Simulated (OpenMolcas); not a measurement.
# Ta³⁺ among point charges: CASSCF levels and susceptibility

Aim: the splitting of the states of Ta³⁺ in the field of 6 point charges, its lowest levels with spin-orbit coupling and its magnetic susceptibility.

The numbers are computed with OpenMolcas 26.06 (state-averaged CASSCF, spin-orbit coupling by RASSI with atomic mean-field integrals), except any that are marked as measured or tabulated.

1 further run of the same task is left out (it didn't finish).

### Step 1. The system

| Property | Result |
| --- | --- |
| Species | Ta³⁺ (tantalum, Z = 73, 70 electrons) |
| Basis | ANO-RCC-VDZP [7s6p4d2f1g], 68 functions |
| Scalar Hamiltonian | DKH2, point nucleus |
| Inactive shells | 1s 2s 2p 3s 3p 3d 4s 4p 4d 4f 5s 5p |
| Active space | 2 electrons in 5 orbitals (5d) |
| Some configurations of this space | 5d² |
| Orbitals | optimised for each spin and parity, averaged over all roots |

The outer shells:

5d2
```
5d [↑ ][↑ ][  ][  ][  ]
```

The ion sits among 6 point charges of -1.7 e arranged as a tetragonal octahedron (D4h), 2.13 Å from the ion, with the axial distance 2.045 Å. The active orbitals were held to one l.

The work runs as a chain of OpenMolcas steps in one folder; each step below is one input file. Labels, J, g values, rates, χT and fits are worked out afterwards by a script from the matrices that RASSI stores. The input lists half of the charges; inversion (Group=XYZ) makes the rest.

### Step 2. GATEWAY and SEWARD: basis and integrals

Contents of a.inp:

```
&GATEWAY
Coord
1

Ta 0.0 0.0 0.0
Basis=ANO-RCC-VDZP
Group=XYZ
NoMove
AngMom=0.0 0.0 0.0
AMFI
XField
3 Angstrom 0
2.130000 0.000000 0.000000 -1.700000
0.000000 2.130000 0.000000 -1.700000
0.000000 0.000000 2.044800 -1.700000
&SEWARD
```

Launch:

```sh
$ OMP_NUM_THREADS=1 MOLCAS_MEM=1689 MOLCAS_PROJECT=a pymolcas a.inp > a.log
```

### Step 3. CASSCF: triplets of even parity, 10 roots

Contents of a.inp:

```
&RASSCF
FileOrb=start.orb
Symmetry=1
Spin=3
nActEl=2 0 0
Inactive=15 19
Ras2=5 0
CIRoot=10 10 1
SDav=10
CIMx=300
Iter=120 100
PrWF=0.3
OrbListing=Nothing
MaxOrb=0
SupSym
1
20 4 5 6 7 8 10 11 12 13 14 16 17 18 19 20 23 24 25 26 27
0
>>> COPY $Project.JobIph JOB001
```

start.orb holds the contracted functions of the basis, ordered by shell, or the orbitals of the step before.

### Step 4. Reference wave functions, singlets of even parity, 15 roots

Contents of a.inp:

```
&RASSCF
FileOrb=start.orb
Symmetry=1
Spin=1
nActEl=2 0 0
Inactive=15 19
Ras2=5 0
CIRoot=15 15 1
SDav=15
CIMx=300
Iter=120 100
PrWF=0.3
OrbListing=Nothing
MaxOrb=0
SupSym
1
20 4 5 6 7 8 10 11 12 13 14 16 17 18 19 20 23 24 25 26 27
0
>>> COPY $Project.JobIph JOB002
```

### Step 5. State interaction with spin-orbit coupling

Contents of a.inp:

```
&RASSI
NrOfJobIphs=2 10 15
1 2 3 4 5 6 7 8 9 10
1 2 3 4 5 6 7 8 9 10 11 12 13 14 15
IphNames
JOB001
JOB002
EJob
SpinOrbit
DIPRint=1.0
SOCoupling=1000.0
Subsets=2
Property=9
'ANGMOM' 1 'ANGMOM' 2 'ANGMOM' 3 'MLTPL  1' 1 'MLTPL  1' 2 'MLTPL  1' 3
'AMFI' 1 'AMFI' 2 'AMFI' 3
SOProperty=3
'ANGMOM' 1 'ANGMOM' 2 'ANGMOM' 3
```

Before running it: what results should come out? Wanted: spin-free ground state; first state of the same spin within the active space; lowest level; next level.

The runs gave:

| quantity | value |
| --- | --- |
| method | CASSCF |
| spin-free ground state | 3E, 2-fold in its orbital part |
| first state of the same spin within the active space | 3A2 at 1360 cm⁻¹ |
| lowest level | 1-fold B1 |
| next level | 337.4 cm⁻¹ |
| χT at 300 K | 0.09 cm³ K/mol |
| effective moment at 300 K | 0.83 μB |

In words: The spin-free ground state (3E) comes to 90 % from free-ion F terms and keeps the highest spin of the shell. χT at 300 K is 0.09, against 1.00 cm³ K/mol for the spin alone, so spin-orbit coupling lowers it. The field of point charges can differ much from that of real complexes. This is an electrostatic model: the charges have no orbitals.
